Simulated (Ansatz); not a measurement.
Working through a rigid scan of one bond length of CH₄ClOSi, SMILES C[SiH]([O])Cl

Program: the Python package of Ansatz (0.2.0).

Run as a notebook:

```python
import ansatz as az
import numpy as np
```

```python
geometry_ang = [
    ("C", [-0.2181, 0.9316, 0.0313]),
    ("Si", [0.2603, -0.8101, -0.1253]),
    ("O", [1.8363, -0.9742, 0.4444]),
    ("Cl", [-0.9464, -1.9995, 1.0062]),
    ("H", [-0.2226, 1.2831, 1.0651]),
    ("H", [0.4136, 1.6299, -0.583]),
    ("H", [-1.2774, 1.0869, -0.3536]),
    ("H", [0.2463, -1.2048, -1.5407]),
]
geometry = az.Crystal.molecule()
for symbol, xyz in geometry_ang:
    geometry = geometry.atom(symbol, xyz)
```

```python
symbols = [site.symbol for site in geometry.cartesian_sites]
start = np.array([site.position_ang for site in geometry.cartesian_sites])
axis = (start[3] - start[1]) / np.linalg.norm(start[3] - start[1])
moving = [3]
lengths, energies = [1.73, 1.87, 2.04, 2.24, 2.55, 3.06, 3.67, 4.48], []
for length in lengths:
    xyz = start.copy()
    xyz[moving] += (length - np.linalg.norm(start[3] - start[1])) * axis
    point = az.Crystal.molecule()
    for symbol, place in zip(symbols, xyz):
        point = point.atom(symbol, place.tolist())
    setup = point.calculation()
    setup = setup.basis(gaussian="def2-SVP")
    setup = setup.functional("pbe0")
    setup = setup.spin("collinear", total=1)
    summary = setup.run(threads=1).report
    energies.append(summary["free_energy_ev"])
    print(f"r = {length:6.3f} A  E = {energies[-1]:.5f} eV  <S^2> = {abs(summary['mean_field']['state']['spin_squared']):.3f}")
```

    r =  1.730 A  E = -23528.29705 eV  <S^2> = 0.753
    r =  1.870 A  E = -23529.62579 eV  <S^2> = 0.753
    r =  2.040 A  E = -23530.10933 eV  <S^2> = 0.753
    r =  2.240 A  E = -23529.89609 eV  <S^2> = 0.754
    r =  2.550 A  E = -23528.97933 eV  <S^2> = 0.754
    r =  3.060 A  E = -23527.38539 eV  <S^2> = 0.756
    r =  3.670 A  E = -23526.52296 eV  <S^2> = 0.993
    r =  4.480 A  E = -23526.27922 eV  <S^2> = 0.961

```python
print("energy above the lowest point (eV):", [round(e - min(energies), 3) for e in energies])
```

    energy above the lowest point (eV): [1.812, 0.484, 0.0, 0.213, 1.13, 2.724, 3.586, 3.83]

What to keep in mind:
- These settings explore the input space; basis and method may be short of convergence.
- The rest of the molecule is held rigid at a force-field or estimated start geometry, and the basis set is modest; single-reference methods fail as a bond breaks.
- The species is open-shell (spin multiplicity 2).
- The expectation value of S² is noticeably off S(S+1) in at least one run, so that state is spin-contaminated.
- It ran for 120 s on 1 thread of Arm Neoverse V1 (shared host), peak memory 0.31 GiB.

(Lines on the test bed's own set-up are left out of the output.)
